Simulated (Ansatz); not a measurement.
# Ag₂: how energies converge with the basis set

The task here is to estimate one member of a computed series from the others.

The runs use Ansatz 0.2.0, Gaussian basis; one geometry, several basis sets.

Plan: PBE0-D4/def2-SVP; ωB97M-V/def2-SVP; PBE0-D4/def2-QZVPP; ωB97M-V/def2-QZVPP; the functionals' def2-TZVPP values are taken from earlier runs.

**The geometry**

The geometry comes from an earlier relaxation with PBE0-D4 in a triple-zeta def2 set; it is a stationary point. Ag takes the def2 core potential; no spin-orbit term is included.

SMILES `[Ag][Ag]`, 2 atoms, charge 0, spin multiplicity 1.

Atoms are counted from 1 here; the program's logs count them from 0.

Bond lengths: Ag1–Ag2 2.576 Å.

As a file:

```xyz
2
Ag2
Ag   -1.0956    0.3864   -0.5564
Ag    1.0956   -0.3864    0.5564
```

Set-up of the first run:

Input file in.yaml:

```yaml
crystal:
  periodic: [false, false, false]
  atoms:
    - {symbol: Ag, position_ang: [-1.095639, 0.386398, -0.556414]}
    - {symbol: Ag, position_ang: [1.095639, -0.386398, 0.556414]}
basis:
  gaussian: {orbitals: def2-SVP}
hamiltonian: {xc: pbe0, dispersion: d4}
output: {orbitals: {seedname: orbitals}}
```

The run is started by

```bash
> ansatz run in.yaml --threads 2 --pin off --events-out ev --progress --plain --max-ram 32768MiB --backend cpu
```

Among the steps run: PBE0-D4 in def2-SVP; ωB97M-V in def2-SVP; PBE0-D4 in def2-QZVPP; ωB97M-V in def2-QZVPP.

One of the session's tables, all rows but one given; the rest of the session is left out.

It belongs to the step «Functionals by basis». 

| functional | basis | HOMO (eV) | LUMO (eV) |
| --- | --- | --- | --- |
| PBE0-D4 | def2-SVP | -5.62 | -2.31 |
| PBE0-D4 | def2-TZVPP | ? | ? |
| PBE0-D4 | def2-QZVPP | -5.69 | -2.34 |
| ωB97M-V | def2-SVP | -7.22 | -0.76 |
| ωB97M-V | def2-TZVPP | -7.29 | -0.75 |
| ωB97M-V | def2-QZVPP | -7.31 | -0.83 |

Q: Estimate the row for PBE0-D4, def2-TZVPP from the others.

**Answer.** HOMO (eV): -5.66; LUMO (eV): -2.31. In the column «HOMO (eV)» it lies between PBE0-D4, def2-QZVPP (-5.69) and PBE0-D4, def2-SVP (-5.62).
